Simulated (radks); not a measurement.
**Se²⁺ in [Ar] 3d10 4s2 4p2: an all-electron calculation**

One table from this session's results is given with a row withheld; the runs are named, their logs left out.

Method: scalar-relativistic Kohn-Sham, r2SCAN, spin-polarised, spherical densities, finite nucleus; open shells are filled with parallel spins first. Code: radks (a radial shooting solver on a logarithmic mesh, Libxc functionals) version 1.

## The atom as given

* element: selenium (Z = 34)
* charge: +2
* electrons: 32
* configuration: [Ar] 3d10 4s2 4p2
* nuclear rms radius: 4.14 fm

The outer shells:

Se²⁺
```
[Ar] core
3d [↑↓][↑↓][↑↓][↑↓][↑↓]
4s [↑↓]
4p [↑ ][↑ ][  ]
```

The first run:

Input:

```text
Z 34
configuration [Ar] 3d10 4s2 4p2 5s0 4d0
relativity scalar-relativistic
functional r2scan,r2scan
spin polarised
nucleus finite rms 4.14 fm
c 137.035999084
```

One of the session's tables, all rows but one given; the rest of the session is left out.

It belongs to the step «Orbitals and density». Radial moments (bohr):

```
  level      <r>  outermost maximum (interpolated)  90 % within  nodes
  1s up  0.04409                            0.0288       0.0788      0
1s down  0.04409                            0.0288       0.0788      0
  2s up   0.1957                             0.164        0.303      1
2s down   0.1957                             0.164        0.303      1
  2p up   0.1711                             0.132        0.279      0
2p down   0.1711                             0.132        0.279      0
  3s up   0.5727                             0.501        0.853      2
3s down   0.5729                             0.502        0.853      2
  3p up   0.5887                             0.500        0.900      1
3p down   0.5885                             0.500        0.899      1
  3d up        ?                                 ?            ?      ?
3d down   0.6262                             0.455         1.04      0
  4s up    1.702                              1.48         2.50      3
4s down    1.691                              1.47         2.49      3
  4p up    1.969                              1.69         2.92      2
4p down    1.950                              1.67         2.90      2
  4d up    2.975                              2.42         4.60      1
```

**Question.** Estimate the row for 3d up.

**Answer.** <r>: 0.6295; outermost maximum (interpolated): 0.455; 90 % within: 1.04; nodes: 0. In the column «<r>» it lies between 3d down (0.6262) and 4s down (1.691).

To keep in mind: Open shells are spherical and high-spin; term and fine-structure splittings are not resolved.
